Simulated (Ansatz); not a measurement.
# C4H10O3: a ladder of functionals and wavefunction methods

The task here is to estimate one member of a computed series from the others.

The runs use Ansatz 0.2.0, Gaussian basis; functionals in def2-TZVPP, the program's frozen cores in correlated methods.

Plan: LDA (SPW92), PBE-D4, revPBE-D4, BLYP-D4, r2SCAN-D4, B97M-V, PBE0-D4, B3LYP-D4, r2SCANh-D4, r2SCAN0-D4, HSE06-D4, BHLYP-D4, CAM-B3LYP-D4, LC-ωPBE, ωB97X-V, ωB97M-V, B2PLYP, PBE-QIDH; CCSD(T)/def2-SVP; CCSD(T)/def2-TZVPP; MP2/def2-QZVPP; extrapolation to the limit; RPA on PBE.

## Structure used throughout

An earlier PBE0-D4 in a triple-zeta def2 set relaxation fixed the geometry.

17 atoms, charge 0, spin multiplicity 1.

Atoms are counted from 1 here; the program's logs count them from 0.

Bond lengths: O1–C2 1.407 Å, O1–H8 0.964 Å, C2–C3 1.513 Å, C2–H9 1.100 Å, C2–H10 1.093 Å, C3–O4 1.413 Å, C3–H11 1.099 Å, C3–H12 1.093 Å, O4–C5 1.406 Å, C5–C6 1.515 Å, C5–H13 1.101 Å, C5–H14 1.099 Å, C6–O7 1.409 Å, C6–H15 1.092 Å, C6–H16 1.098 Å, O7–H17 0.960 Å. Angles: C2–O1–H8 106.4°, O1–C2–C3 111.0°, O1–C2–H9 110.9°, O1–C2–H10 107.7°, C3–C2–H9 110.4°, C3–C2–H10 109.4°, H9–C2–H10 107.2°, C2–C3–O4 111.4°, C2–C3–H11 110.7°, C2–C3–H12 109.5°, O4–C3–H11 110.7°, O4–C3–H12 105.8°, H11–C3–H12 108.7°, C3–O4–C5 114.4°, O4–C5–C6 108.0°, O4–C5–H13 111.5°, O4–C5–H14 110.6°, C6–C5–H13 109.6° and more.

Set-up of the first run:

The input, in.yaml:

```yaml
crystal:
  periodic: [false, false, false]
  atoms:
    - {symbol: O, position_ang: [-0.483108, -1.061399, -2.461664]}
    - {symbol: C, position_ang: [-0.036404, -1.759914, -1.325517]}
    - {symbol: C, position_ang: [-0.855664, -1.395302, -0.106628]}
    - {symbol: O, position_ang: [-0.852356, -0.000171, 0.118131]}
    - {symbol: C, position_ang: [0.308886, 0.484429, 0.745716]}
    - {symbol: C, position_ang: [0.108390, 1.958752, 1.029331]}
    - {symbol: O, position_ang: [1.225256, 2.518629, 1.680169]}
    - {symbol: H, position_ang: [-0.687301, -0.166522, -2.168461]}
    - {symbol: H, position_ang: [1.031207, -1.568747, -1.141489]}
    - {symbol: H, position_ang: [-0.143639, -2.828973, -1.528576]}
    - {symbol: H, position_ang: [-0.492101, -1.932120, 0.780611]}
    - {symbol: H, position_ang: [-1.900779, -1.666244, -0.275614]}
    - {symbol: H, position_ang: [1.197822, 0.348430, 0.110229]}
    - {symbol: H, position_ang: [0.492282, -0.051337, 1.687533]}
    - {symbol: H, position_ang: [-0.742746, 2.086775, 1.700702]}
    - {symbol: H, position_ang: [-0.128269, 2.483392, 0.094544]}
    - {symbol: H, position_ang: [1.958537, 2.550312, 1.060962]}
basis:
  gaussian: {orbitals: def2-TZVPP}
hamiltonian: {xc: lda}
output: {orbitals: {seedname: orbitals}}
```

Command:

```sh
$ ansatz run in.yaml --threads 2 --pin off --events-out ev --progress --plain --max-ram 32768MiB --backend cuda --devices 0, --max-vram 18GiB
```

Steps of the session up to this table: LDA; PBE-D4 (GGA); revPBE-D4 (GGA); BLYP-D4 (GGA); r2SCAN-D4 (meta-GGA); B97M-V (meta-GGA); PBE0-D4 (hybrid); B3LYP-D4 (hybrid); r2SCANh-D4 (hybrid); r2SCAN0-D4 (hybrid); HSE06-D4 (hybrid); BHLYP-D4 (hybrid); CAM-B3LYP-D4 (range-separated); LC-ωPBE (range-separated); ωB97X-V (range-separated); ωB97M-V (range-separated); B2PLYP (double hybrid); PBE-QIDH (double hybrid).

One of the session's tables, all rows but one given; the rest of the session is left out.

It belongs to the step «Frontier levels by functional». 

```
  functional  HOMO (eV)  LUMO (eV)  gap (eV)
 LDA (SPW92)      -6.14      -0.31      5.82
      PBE-D4      -5.98      -0.13      5.85
   revPBE-D4      -5.92      -0.05      5.87
     BLYP-D4      -5.92      -0.17      5.75
   r2SCAN-D4      -6.31       0.58      6.89
      B97M-V      -6.48       0.10      6.58
     PBE0-D4          ?          ?         ?
    B3LYP-D4      -7.37       0.36      7.72
  r2SCANh-D4      -6.91       0.84      7.74
  r2SCAN0-D4      -7.81       1.20      9.01
    HSE06-D4      -7.17       0.36      7.53
    BHLYP-D4      -9.16       1.33     10.49
CAM-B3LYP-D4      -9.08       1.47     10.55
     LC-ωPBE     -10.38       2.83     13.20
     ωB97X-V     -10.07       2.62     12.69
     ωB97M-V     -10.01       2.16     12.17
```

**Question.** Estimate the row for PBE0-D4.

**Answer.** HOMO (eV): -7.58; LUMO (eV): 0.73; gap (eV): 8.31. In the column «HOMO (eV)» it lies between r2SCAN0-D4 (-7.81) and B3LYP-D4 (-7.37).
